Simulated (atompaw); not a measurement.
# Pseudopotential generation for lutetium: PAW (atompaw), PBEsol

Aim: build the potential from the settings below, then test how well it stands in for the atom: scattering, ghost states and the plane-wave cutoff that it needs.

Method: atompaw 4.2.0.5, PBEsol, scalar-relativistic.

## (1) The design

Typed settings, in words:

```
element                 : lutetium (Lu, Z = 71)
type                    : PAW
frozen core             : [Xe]
valence charge          : 17
reference configuration : 4f14 5d1 6s2 6p0
partial waves           : 6s (bound): rc 3.00 bohr; 6s channel at 1.3 Ry: rc 3.00 bohr; 6p (bound, empty): rc 3.00 bohr; 6p channel at 1.8 Ry: rc 3.00 bohr; 5d (bound): rc 3.00 bohr; 5d channel at 0.2 Ry: rc 3.00 bohr; 4f (bound): rc 0.95 bohr; 4f channel at -0.25 Ry: rc 0.95 bohr
local potential         : ultrasoft scheme with l = 4 at 0 Ry, radius 2.80 bohr
core correction         : smooth core density matched at 1.65 bohr
augmentation charge     : sinc compensation charge, radius 2.75 bohr; PAW radius 3.00 bohr; waves and projectors: custom rrkj vanderbiltortho
```

The nodes and maxima of the atom's own shells, from an earlier all-electron run, set the scale for the radii.

All-electron outer shells of the reference configuration (PBEsol, scalar-relativistic, ld1.x):

```
shell  level (eV)  outermost node (bohr)  outermost maximum (bohr)
   5s      -61.09                   0.57                      1.04
   5p      -31.68                   0.61                      1.19
   4f       -9.65                      –                      0.47
   6s       -4.67                   1.41                      3.04
   5d       -1.77                   0.68                      1.84
   6p       -1.32                   1.73                      4.26
```

## (2) Generation

The input, Lu.input:

```
Lu 71
GGA-PBESOL scalarrelativistic loggrid 2001 logderivrange -3 5 201
6 6 5 4 0 0
6 1 0
5 2 1
0 0 0
c
c
c
c
c
v
c
c
c
c
v
c
c
v
v
3
3.00 2.75 2.80 1.65
y
1.3
n
y
1.8
n
y
0.2
n
y
-0.25
n
custom rrkj vanderbiltortho sinc
4 0 ultrasoft
3.00
3.00
3.00
3.00
3.00
3.00
0.95
0.95
PWSCFOUT
UPFDX 0.0125d0 UPFXMIN -7.d0 UPFZMESH 71.d0
END
```

Started as:

```bash
atompaw < Lu.input > Lu.log
```

What does the calculation give? Wanted: cutoffs for 10 and 1 mRy, occupied levels; bound ghosts; largest phase difference near zero energy, channels read; lowest eigenvalue of the overlap; share of valence orbitals outside the PAW sphere; UPF file.

**Answer**, as computed:

| quantity | value |
| --- | --- |
| cutoffs for 10 and 1 mRy, occupied levels | 230 Ry and over 300 Ry |
| bound ghosts | none found |
| largest phase difference near zero energy, channels read | 3.057 rad |
| lowest eigenvalue of the overlap (Bessel basis) | 0.519 (s) |
| share of valence orbitals outside the PAW sphere | 6s 65 %, 6p 90 %, 5d 38 %, 4f 0 % |
| UPF file | written |

What this shows: The potential is very hard: the looser tolerance needs 230 Ry. The tighter tolerance needs over 300 Ry, and converged work needs a cutoff nearer that. The slowest occupied level is 4f: taken alone it needs 230 Ry to come within 1 mRy, against 10 Ry for 5d. The Bessel-basis test finds no level below the valence levels. Of the channels read, p scatters worst near zero energy, by up to 3.06 rad. A step near π is an extra or missing state, not a misfit of shape. The pseudo curves have a pole with no partner nearby in the atom's: p at 0.59 Ry. At positive energy that is a spurious or a displaced resonance. All of this concerns the isolated atom, not yet a solid.
